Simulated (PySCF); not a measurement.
# CoFH10O5 ([CoF(H2O)5]2+): the cost of one run

Programs: PySCF 2.14.0, with routines of our own; each step states its level. All values are computed. Atoms count from 0.

## 1. The starting structure

17 atoms, charge 2, states of the metal's open shell are computed; geometry from: GFN2-xTB, shaken.

## 2. Optimising the geometry at B3LYP-D3(BJ)/def2-SVP

The job: settings as JSON, then the geometry in Å.

```
{"job": {"xc": "B3LYP", "basis": "def2-SVP", "d3": "d3bj", "grid": 1, "maxiter": 40, "kind": "geom"}, "charge": 2, "metal": "Co", "open_shell": "d6"}
Co     0.031130     0.005060     0.376550
F      0.169450    -0.032740     2.133570
O     -0.137080     0.079570    -1.697210
H     -0.236720     0.877040    -2.205910
H     -0.209210    -0.700410    -2.301890
O      2.192710    -0.226960     0.100150
H      2.684190     0.141780    -0.641590
H      2.742100    -0.248630     0.895650
O     -2.138990     0.154070     0.430390
H     -2.579030     0.119740     1.334590
H     -2.773460    -0.256210    -0.180290
O      0.001360     2.167900     0.149450
H      0.702090     2.749760     0.497600
H     -0.831260     2.607340     0.302950
O     -0.065840    -2.150030     0.125530
H     -0.418960    -2.700370     0.812620
H      0.731550    -2.570090    -0.221090
```

Started as:

```
$ OMP_NUM_THREADS=1 python lf_run.py task.json out
```

One launch serves the whole session: the jobs run in the order shown.

**Question.** How long does this first job take on 1 thread of Intel Xeon at 2.50GHz, shared host, and how much memory does it need?

About 20 min, with a peak of 0.75 GiB.
